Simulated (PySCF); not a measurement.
**[Tb(NH3)3]3+: other functionals and bases at one geometry**

The task here is to estimate one member of a computed series from the others.

The runs use PySCF 2.14.0; several levels, as the steps say, no spin–orbit coupling.

1 further run of the same task is left out (for a known fault of the program).

### Starting geometry

13 atoms, charge 3, spin multiplicity 1.

Bond lengths: Tb1–N2 2.409 Å, Tb1–N6 2.409 Å, Tb1–N10 2.409 Å, N2–H3 1.037 Å, N2–H4 1.038 Å, N2–H5 1.037 Å, N6–H7 1.037 Å, N6–H8 1.038 Å, N6–H9 1.037 Å, N10–H11 1.037 Å, N10–H12 1.038 Å, N10–H13 1.037 Å. Angles: N2–Tb1–N6 110.3°, N2–Tb1–N10 110.3°, N6–Tb1–N10 110.3°, Tb1–N2–H3 116.4°, Tb1–N2–H4 114.9°, Tb1–N2–H5 115.8°, H3–N2–H4 102.5°, H3–N2–H5 102.7°, H4–N2–H5 102.5°, Tb1–N6–H7 116.4°, Tb1–N6–H8 114.9°, Tb1–N6–H9 115.8°, H7–N6–H8 102.5°, H7–N6–H9 102.7°, H8–N6–H9 102.5°, Tb1–N10–H11 116.4°, Tb1–N10–H12 114.9°, Tb1–N10–H13 115.8° and more.

Geometry (Å):

```
Tb    0.00000    0.00000   -0.73100
N     2.28335   -0.00089    0.03813
H     2.49643   -0.61158    0.84847
H     2.98173   -0.30814   -0.66559
H     2.65729    0.91754    0.34035
N    -1.14090    1.97788    0.03813
H    -0.71858    2.46776    0.84847
H    -1.22401    2.73633   -0.66559
H    -2.12325    1.84251    0.34035
N    -1.14245   -1.97699    0.03813
H    -1.77786   -1.85619    0.84847
H    -1.75772   -2.42819   -0.66559
H    -0.53403   -2.76004    0.34035
```

Formal oxidation states: Tb +3. Each metal's 8 4f electrons lie in its core potential, so multiplicities, spins and levels count the valence alone. An earlier session relaxed this geometry at PBE0, Tb lcecp-1-SVP with ECP54, N def2-SVP, H def2-SVP (singlet, point group C3).

At PBE0 on the finer grid: E = -204.818408 Eh, HOMO -24.62 eV, LUMO -16.41 eV, Mulliken charge on Tb1 +1.83 e, largest force component 0.011 eV/Å. 

Levels to run: PBE; TPSS; PBE0, TZVP. Hardware: 2 threads of Arm Neoverse V1, shared host.

Set-up of the first run:

Contents of run.py (the lines that set the calculation):

```python
mol = gto.M(atom='''
Tb     0.00000     0.00000    -0.73100
N      2.28335    -0.00089     0.03813
H      2.49643    -0.61158     0.84847
H      2.98173    -0.30814    -0.66559
H      2.65729     0.91754     0.34035
N     -1.14090     1.97788     0.03813
H     -0.71858     2.46776     0.84847
H     -1.22401     2.73633    -0.66559
H     -2.12325     1.84251     0.34035
N     -1.14245    -1.97699     0.03813
H     -1.77786    -1.85619     0.84847
H     -1.75772    -2.42819    -0.66559
H     -0.53403    -2.76004     0.34035''',
    basis={'Tb': 'lcecp-1-SVP', 'N': 'def2-SVP', 'H': 'def2-SVP'},
    ecp={'Tb': 'lcecp-1-SVP'},
    charge=3, spin=0)
mf = dft.RKS(mol, xc='PBE')
mf.grids.atom_grid = (75, 302)  # f atoms: unpruned, at least (60, 302)
mf = mf.density_fit()  # fitting sets: Tb AutoAux, N def2-universal-JKFIT, H def2-universal-JKFIT
mf.conv_tol = 1e-08; mf.max_cycle = 55
mf.kernel(dm0)  # dm0: the density of the relaxed state
```

On the command line:

```bash
OMP_NUM_THREADS=2 python run.py
```

Among the steps run: PBE; TPSS; PBE0, TZVP.

One of the session's tables, all rows but one given; the rest of the session is left out.

| level | HOMO (eV) | gap (eV) | charge on Tb1 (e) | dipole (D) | largest force component (eV/Å) |
| --- | --- | --- | --- | --- | --- |
| PBE0 (relaxed here) | -24.62 | 8.21 | 1.83 | 2.65 | 0.01 |
| PBE | ? | ? | ? | ? | ? |
| TPSS | -23.19 | 6.08 | 1.77 | 2.74 | 0.27 |
| PBE0, TZVP | -24.53 | 8.23 | 2.07 | 2.66 | 0.37 |

Estimate the missing values for PBE.

**Answer.** HOMO (eV): -23.08; gap (eV): 5.73; charge on Tb1 (e): 1.70; dipole (D): 2.85; largest force component (eV/Å): 0.37. In the column «HOMO (eV)» it is the highest.

The dipole of a charged species depends on the origin, so these sizes hold for this origin alone.

In one basis the HOMO–LUMO gap runs from 5.73 eV (PBE) to 8.21 eV (PBE0). The largest leftover force, 0.37 eV/Å with PBE0, TZVP, stands at a geometry relaxed at another level. With 4f in the core, its levels are missing from HOMO and gap, and its count is fixed, so no charge can pass from the ligands into it. Total energies of different levels can't be compared.
